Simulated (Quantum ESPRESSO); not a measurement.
# GaGe (F-43m) in Quantum ESPRESSO: a series of runs, part 4 of 6

Quantum ESPRESSO 7.5. The steps go on from the part before.

**6. Phonons, LDA, target pressure 40 GPa, at which the enthalpy is minimised**

Contents of pw.in:

```
&CONTROL
  calculation = 'scf'
  prefix = 'pwscf'
  outdir = './tmp'
  pseudo_dir = './pseudo'
  tprnfor = .true.
  tstress = .true.
  disk_io = 'low'
/
&SYSTEM
  ibrav = 0
  nat = 2
  ntyp = 2
  ecutwfc = 56
  ecutrho = 448
  nbnd = 24
  occupations = 'smearing'
  smearing = 'mv'
  degauss = 0.01469973
/
&ELECTRONS
  conv_thr = 4d-10
  electron_maxstep = 120
  mixing_beta = 0.5
/
ATOMIC_SPECIES
Ge    72.6300 ge_lda_v1.4.uspp.F.UPF
Ga    69.7230 ga_lda_v1.4.uspp.F.UPF
CELL_PARAMETERS angstrom
   0.0000000000    2.8978440000    2.8978440000
   2.8978440000    0.0000000000    2.8978440000
   2.8978440000    2.8978440000    0.0000000000
ATOMIC_POSITIONS crystal
Ge     0.0000000000    0.0000000000    0.0000000000
Ga     0.2500000000    0.2500000000    0.2500000000
K_POINTS automatic
7 7 7 0 0 0
```

Contents of relax.in:

```
&CONTROL
  calculation = 'vc-relax'
  prefix = 'pwscf'
  outdir = './tmp'
  pseudo_dir = './pseudo'
  tprnfor = .true.
  tstress = .true.
  disk_io = 'low'
  nstep = 40
  forc_conv_thr = 0.0001
  etot_conv_thr = 1d-06
/
&SYSTEM
  ibrav = 0
  nat = 2
  ntyp = 2
  ecutwfc = 56
  ecutrho = 448
  nbnd = 24
  occupations = 'smearing'
  smearing = 'mv'
  degauss = 0.01469973
/
&ELECTRONS
  conv_thr = 4d-10
  electron_maxstep = 120
  mixing_beta = 0.5
/
&IONS
  ion_dynamics = 'bfgs'
/
&CELL
  cell_dynamics = 'bfgs'
  press = 400
  press_conv_thr = 0.2
/
ATOMIC_SPECIES
Ge    72.6300 ge_lda_v1.4.uspp.F.UPF
Ga    69.7230 ga_lda_v1.4.uspp.F.UPF
CELL_PARAMETERS angstrom
   0.0000000000    2.8978440000    2.8978440000
   2.8978440000    0.0000000000    2.8978440000
   2.8978440000    2.8978440000    0.0000000000
ATOMIC_POSITIONS crystal
Ge     0.0000000000    0.0000000000    0.0000000000
Ga     0.2500000000    0.2500000000    0.2500000000
K_POINTS automatic
7 7 7 0 0 0
```

Contents of scf2.in:

```
&CONTROL
  calculation = 'scf'
  prefix = 'pwscf'
  outdir = './tmp'
  pseudo_dir = './pseudo'
  tprnfor = .true.
  tstress = .true.
  disk_io = 'low'
/
&SYSTEM
  ibrav = 0
  nat = 2
  ntyp = 2
  ecutwfc = 56
  ecutrho = 448
  nbnd = 24
  occupations = 'smearing'
  smearing = 'mv'
  degauss = 0.01469973
/
&ELECTRONS
  conv_thr = 1d-13
  electron_maxstep = 120
  mixing_beta = 0.5
  startingpot = 'file'
  startingwfc = 'file'
/
ATOMIC_SPECIES
Ge    72.6300 ge_lda_v1.4.uspp.F.UPF
Ga    69.7230 ga_lda_v1.4.uspp.F.UPF
CELL_PARAMETERS angstrom
   0.0000000000    2.5338945299    2.5338945299
   2.5338945299    0.0000000000    2.5338945299
   2.5338945299    2.5338945299    0.0000000000
ATOMIC_POSITIONS crystal
Ge     0.0000000000    0.0000000000    0.0000000000
Ga     0.2500000000    0.2500000000    0.2500000000
K_POINTS automatic
7 7 7 0 0 0
```

Contents of ph.in:

```
phonons of GaGe
&INPUTPH
  prefix = 'pwscf'
  outdir = './tmp'
  tr2_ph = 1d-18
  fildyn = 'dyn'
  niter_ph = 90
  alpha_mix(1) = 0.4
/
0.0000000000 0.0000000000 0.0000000000
```

Contents of dynmat.in:

```
&INPUT
  fildyn = 'dyn'
  asr = 'crystal'
  filout = 'dynmat.disp'
  fileig = 'dynmat.eig'
/
```

Potentials or basis: GBRV 1.5 LDA.

The run is started by

```sh
OMP_NUM_THREADS=1 pw.x -in pw.in > pw.out
OMP_NUM_THREADS=1 pw.x -in relax.in > relax.out
OMP_NUM_THREADS=1 pw.x -in scf2.in > scf2.out
OMP_NUM_THREADS=1 ph.x -in ph.in > ph.out
OMP_NUM_THREADS=1 dynmat.x -in dynmat.in > dynmat.out
```

pw.out:

```text
This program is part of the open-source Quantum ESPRESSO suite
     for quantum simulation of materials; please cite
[... 9 lines left out ...]
     --------------------
     sticks:   dense  smooth     PW     G-vecs:    dense   smooth      PW
     Sum        1843     925    283                52393    18643    3071

     Using Slab Decomposition

     bravais-lattice index     =            0
     lattice parameter (alat)  =       7.7444  a.u.
     unit-cell volume          =     328.4366 (a.u.)^3
     number of atoms/cell      =            2
     number of atomic types    =            2
     number of electrons       =        33.00
     number of Kohn-Sham states=           24
     kinetic-energy cutoff     =      56.0000  Ry
     charge density cutoff     =     448.0000  Ry
     scf convergence threshold =      4.0E-10
     mixing beta               =       0.5000
     number of iterations used =            8  plain     mixing
     Exchange-correlation=  SLA  PZ   NOGX NOGC
                           (   1   1   0   0   0   0   0)

     celldm(1)=   7.744419  celldm(2)=   0.000000  celldm(3)=   0.000000
     celldm(4)=   0.000000  celldm(5)=   0.000000  celldm(6)=   0.000000

     crystal axes: (cart. coord. in units of alat)
               a(1) = (   0.000000   0.707107   0.707107 )
               a(2) = (   0.707107   0.000000   0.707107 )
               a(3) = (   0.707107   0.707107   0.000000 )

     reciprocal axes: (cart. coord. in units 2 pi/alat)
               b(1) = ( -0.707107  0.707107  0.707107 )
               b(2) = (  0.707107 -0.707107  0.707107 )
               b(3) = (  0.707107  0.707107 -0.707107 )

     PseudoPot. # 1 for Ge read from file:
     ge_lda_v1.4.uspp.F.UPF
     Pseudo is Ultrasoft + core correction, Zval = 14.0
     Generated by new atomic code, or converted to UPF format
     Using radial grid of  873 points,  6 beta functions with:
                l(1) =   0
                l(2) =   0
                l(3) =   1
                l(4) =   1
                l(5) =   2
                l(6) =   2
     Q(r) pseudized with  8 coefficients,  rinner =    1.400   1.400   1.400
                                                       1.400   1.400

     PseudoPot. # 2 for Ga read from file:
     ga_lda_v1.4.uspp.F.UPF
     Pseudo is Ultrasoft + core correction, Zval = 19.0
     Generated by new atomic code, or converted to UPF format
     Using radial grid of  871 points,  6 beta functions with:
                l(1) =   0
                l(2) =   0
                l(3) =   1
                l(4) =   1
                l(5) =   2
                l(6) =   2
     Q(r) pseudized with  8 coefficients,  rinner =    1.250   1.250   1.250
                                                       1.250   1.250

     atomic species   valence    mass     pseudopotential
     Ge               14.00    72.63000     Ge( 1.00)
     Ga               19.00    69.72300     Ga( 1.00)

     24 Sym. Ops. (no inversion) found

   Cartesian axes

     site n.     atom                  positions (alat units)
         1        Ge     tau(   1) = (   0.0000000   0.0000000   0.0000000  )
         2        Ga     tau(   2) = (   0.3535534   0.3535534   0.3535534  )

     number of k points=    20  Marzari-Vanderbilt smearing, width (Ry)=  0.0147
                       cart. coord. in units 2pi/alat
        k(    1) = (   0.0000000   0.0000000   0.0000000), wk =   0.0058309
        k(    2) = (   0.1010153   0.1010153  -0.1010153), wk =   0.0466472
        k(    3) = (   0.2020305   0.2020305  -0.2020305), wk =   0.0466472
        k(    4) = (   0.3030458   0.3030458  -0.3030458), wk =   0.0466472
        k(    5) = (   0.2020305  -0.0000000   0.0000000), wk =   0.0349854
        k(    6) = (   0.3030458   0.1010153  -0.1010153), wk =   0.1399417
[... 12 lines left out ...]
        k(   19) = (  -0.1010153  -0.5050763   0.7071068), wk =   0.1399417
        k(   20) = (  -0.0000000  -0.4040610   0.6060915), wk =   0.1399417

     Dense  grid:    52393 G-vectors     FFT dimensions: (  54,  54,  54)

     Smooth grid:    18643 G-vectors     FFT dimensions: (  40,  40,  40)

     Check: negative core charge=   -0.000001

     Initial potential from superposition of free atoms

     starting charge      31.9993, renormalised to      33.0000
     Starting wfcs are   21 randomized atomic wfcs +    3 random wfcs

     Self-consistent Calculation

     iteration #  1     ecut=    56.00 Ry     beta= 0.50
     Davidson diagonalization with overlap
     ethr =  1.00E-02,  avg # of iterations =  5.5

     total energy              =    -626.92320779 Ry
     estimated scf accuracy    <       2.68306889 Ry
[... 57 lines left out ...]
     iteration # 10     ecut=    56.00 Ry     beta= 0.50
     Davidson diagonalization with overlap
     ethr =  1.70E-12,  avg # of iterations =  3.6

     End of self-consistent calculation

          k = 0.0000 0.0000 0.0000 (  2277 PWs)   bands (ev):

   -86.9880 -86.9880 -86.9880 -17.4958 -17.4958 -17.4958 -17.4764 -17.4764
    -7.8302  -7.8302  -7.8302  -7.7701  -7.7701  -4.0501   8.2089   8.2089
     8.2089   8.3838  10.8678  10.8678  10.8678  14.0815  17.3153  17.3153

          k = 0.1010 0.1010-0.1010 (  2316 PWs)   bands (ev):
[... 85 lines left out ...]
   -86.9880 -86.9880 -86.9880 -17.4985 -17.4911 -17.4908 -17.4778 -17.4734
    -7.8764  -7.7980  -7.7951  -7.7854  -7.7645  -1.0319   0.7236   4.5701
     5.4211   8.9899  10.1809  16.2923  16.5225  17.4005  18.8385  20.3831

          k = 0.4041 0.2020 0.0000 (  2336 PWs)   bands (ev):

   -86.9880 -86.9880 -86.9880 -17.4967 -17.4933 -17.4927 -17.4768 -17.4747
    -7.8590  -7.8120  -7.8093  -7.7771  -7.7671  -2.5510   2.7064   5.0875
     6.3566  10.6071  11.1311  12.4147  14.2543  16.2488  18.1326  18.9306

          k =-0.2020-0.4041 0.6061 (  2316 PWs)   bands (ev):
[... 13 lines left out ...]
   -86.9880 -86.9880 -86.9880 -17.4960 -17.4937 -17.4908 -17.4768 -17.4743
    -7.8681  -7.8069  -7.7986  -7.7782  -7.7688  -1.1118   0.9328   4.0588
     5.1244  10.7015  12.8002  13.3172  13.6691  17.1760  18.4898  20.6950

     the Fermi energy is     6.4985 ev

!    total energy              =    -628.02977650 Ry
     estimated scf accuracy    <          4.0E-12 Ry
     smearing contrib. (-TS)   =      -0.00086653 Ry
     internal energy E=F+TS    =    -628.02890997 Ry

     The total energy is F=E-TS. E is the sum of the following terms:
     one-electron contribution =    -536.24695061 Ry
     hartree contribution      =     285.22168105 Ry
     xc contribution           =    -104.87740451 Ry
     ewald contribution        =    -272.12623591 Ry

     convergence has been achieved in  10 iterations

     Forces acting on atoms (cartesian axes, Ry/au):

     atom    1 type  1   force =     0.00000000   -0.00000000   -0.00000000
     atom    2 type  2   force =    -0.00000000    0.00000000    0.00000000

     Total force =     0.000000     Total SCF correction =     0.000000

     Computing stress (Cartesian axis) and pressure

          total   stress  (Ry/bohr**3)                   (kbar)     P=      -40.83
  -0.00027755  -0.00000000  -0.00000000          -40.83       -0.00       -0.00
  -0.00000000  -0.00027755  -0.00000000           -0.00      -40.83       -0.00
  -0.00000000  -0.00000000  -0.00027755           -0.00       -0.00      -40.83

=------------------------------------------------------------------------------=
   JOB DONE.
=------------------------------------------------------------------------------=
```

relax.out:

```text
This program is part of the open-source Quantum ESPRESSO suite
     for quantum simulation of materials; please cite
[... 9 lines left out ...]
     --------------------
     sticks:   dense  smooth     PW     G-vecs:    dense   smooth      PW
     Sum        1843     925    283                52393    18643    3071
[... 574 lines left out ...]
   0.00273803  -0.00000000  -0.00000000          402.78       -0.00       -0.00
  -0.00000000   0.00273803  -0.00000000           -0.00      402.78       -0.00
  -0.00000000  -0.00000000   0.00273803           -0.00       -0.00      402.78

=------------------------------------------------------------------------------=
   JOB DONE.
=------------------------------------------------------------------------------=
```

Run time: 13 min. Hardware: 1 thread of AMD EPYC (Zen 3), shared host; peak memory 0.24 GiB.

Results:

* Free energy: -8543.6729 eV
* Relaxed volume: 16.27 Å³/atom
* Relaxed cell: a = 3.583 Å, b = 3.583 Å, c = 3.583 Å, α = 60.00°, β = 60.00°, γ = 60.00°
* Space group after relaxing (to 0.05 Å): F-43m (No. 216)
* Pressure after relaxing: 40.3 GPa
* Band gap on the k mesh: none (metal or under the smearing width)
* Highest phonon frequency at Γ: 344 cm⁻¹

Step by step:
```csv
step,energy change (eV),largest force (eV/Å),pressure (GPa),volume (Å³)
1,0.0000,0.0000,-4.08,48.67
2,0.1710,0.0000,12.77,38.53
3,2.3030,0.0000,71.18,28.95
4,0.8922,0.0000,34.69,33.38
5,1.0598,0.0000,39.23,32.66
6,1.0896,0.0000,40.03,32.53
7,1.0887,0.0000,40.00,32.54
```

Final structure:
```
Ge Ga
1.0
     0.00000    2.53389    2.53389
     2.53389    0.00000    2.53389
     2.53389    2.53389    0.00000
Ge Ga
1 1
Direct
  0.00000 0.00000 0.00000
  0.25000 0.25000 0.25000
```

Levels at points of the mesh, in eV from the Fermi level:
```
           k point  band 14  band 15  band 16  band 17  band 18  band 19  band 20  band 21
(0.00, 0.00, 0.00)   -13.32     2.72     2.72     2.72     5.29     5.29     5.29     6.29
```

Phonon frequencies in cm⁻¹ (negative: imaginary):
```
              q point           frequencies
(0.000, 0.000, 0.000)  -8 -8 -8 344 344 344
```

Optical modes at Γ, degenerate ones joined:
```tsv
cm⁻¹	components	symmetry	active in
344	3	T2	IR and Raman
```

Caveat: the mesh is thin for the phonons of a metal; the volume moved by over 15 % at a fixed basis, so the end points are rough; the cell is more than 3 GPa from zero pressure, which shifts response properties.

(Continued in part 5 of 6.)
